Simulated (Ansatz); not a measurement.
Geometry optimisation, Ansatz 0.2.0, DFT PBE, scalar-relativistic, plane waves, PAW.

Input:

```yaml
crystal:
  lattice:
    - [5.6779, 0.0, 0.0]
    - [-2.83895, 4.917206, 0.0]
    - [0.0, 0.0, 15.18263]
  atoms:
    - { symbol: W, position: [0.0, 0.0, 0.0658647] }
    - { symbol: C, position: [0.3333333, 0.1666667, 0.157694] }
    - { symbol: W, position: [0.0, 0.0, 0.2495233] }
    - { symbol: C, position: [0.3333333, 0.1666667, 0.3413526] }
    - { symbol: W, position: [0.0, 0.5, 0.0658647] }
    - { symbol: C, position: [0.3333333, 0.6666667, 0.157694] }
    - { symbol: W, position: [0.0, 0.5, 0.2495233] }
    - { symbol: C, position: [0.3333333, 0.6666667, 0.3413526] }
    - { symbol: W, position: [0.5, 0.0, 0.0658647] }
    - { symbol: C, position: [0.8333333, 0.1666667, 0.157694] }
    - { symbol: W, position: [0.5, 0.0, 0.2495233] }
    - { symbol: C, position: [0.8333333, 0.1666667, 0.3413526] }
    - { symbol: W, position: [0.5, 0.5, 0.0658647] }
    - { symbol: C, position: [0.8333333, 0.6666667, 0.157694] }
    - { symbol: W, position: [0.5, 0.5, 0.2495233] }
    - { symbol: C, position: [0.8333333, 0.6666667, 0.3413526] }
    - { symbol: F, position: [0.5787679, 0.17977, 0.3861406] }
basis:
  ecutwfc: 420.0
kpoints:
  mp_grid: { grid: [4, 4, 1] }
hamiltonian:
  xc: pbe
  pseudopotentials: { kind: paw, azcp: { folder: soft_1 } }
scf:
  occupations: { method: gaussian, width: 0.1 }
  lower_state_search: "off"
relax:
  f_tol: 0.03
  max_steps: 60
  adjacent_minimum: "off"
  constraints: [{ sites: [0, 4, 8, 12] }]
output:
  write_density: true
  write_potential: true
  elf: true
  volumetric_format: npy
```

Run as:

```bash
$ ansatz run input.yaml --threads 4 --pin off --max-ram 10240MiB --backend cpu --events-out ev --progress --plain --runs-dir out
```

Task: Where does it end, and by what steps?

Result: It converged. The force dipped under the threshold on the way, but the program's further checks kept it going. Limits of this set-up: coarse k mesh, thin slab, slab without dipole correction, odd electron count without spin, a typed lattice constant that wasn't relaxed here. After 10 steps the energy has fallen by 5.760 eV; F17 moved furthest, 1.50 Å. Parted: W11–F17 (2.26 → 3.10 Å).

```json
{"step": "0", "energy less start (eV)": "0.0000", "largest force component (eV/Å)": "4.619", "accepted": "yes"}
{"step": "1", "energy less start (eV)": "-2.2652", "largest force component (eV/Å)": "3.024", "accepted": "yes"}
{"step": "2", "energy less start (eV)": "-3.2345", "largest force component (eV/Å)": "2.488", "accepted": "yes"}
{"step": "3", "energy less start (eV)": "-3.9460", "largest force component (eV/Å)": "3.093", "accepted": "yes"}
{"step": "4", "energy less start (eV)": "-4.6811", "largest force component (eV/Å)": "2.475", "accepted": "yes"}
{"step": "5", "energy less start (eV)": "-5.1239", "largest force component (eV/Å)": "1.518", "accepted": "yes"}
{"step": "6", "energy less start (eV)": "-5.4240", "largest force component (eV/Å)": "1.264", "accepted": "yes"}
{"step": "7", "energy less start (eV)": "-5.6240", "largest force component (eV/Å)": "0.759", "accepted": "yes"}
{"step": "8", "energy less start (eV)": "-5.7332", "largest force component (eV/Å)": "0.326", "accepted": "yes"}
{"step": "9", "energy less start (eV)": "-5.7599", "largest force component (eV/Å)": "0.020", "accepted": "yes"}
{"step": "10", "energy less start (eV)": "-5.7599", "largest force component (eV/Å)": "0.020", "accepted": "yes"}
```

```xyz
17
Lattice="5.6779 0.0000 0.0000 -2.8390 4.9172 0.0000 0.0000 0.0000 15.1826" Properties=species:S:1:pos:R:3
W 0.000 0.000 1.000
C 1.419 0.820 2.364
W -0.009 -0.004 3.891
C 1.420 0.820 5.188
W -1.419 2.459 1.000
C -0.002 3.277 2.339
W -1.421 2.459 3.904
C 0.016 3.289 5.052
W 2.839 0.000 1.000
C 4.258 0.821 2.339
W 2.846 -0.004 3.891
C 4.258 0.800 5.053
W 1.419 2.459 1.000
C 2.840 3.277 2.340
W 1.418 2.468 3.892
C 2.821 3.289 5.053
F 1.425 0.819 6.517
```

Whether the end is a true minimum wasn't checked by a vibrational analysis.

Run time: 59 s on 4 threads of Intel(R) Xeon(R) Platinum 8488C (Sapphire Rapids) (shared host), peak memory 1.4 GiB.
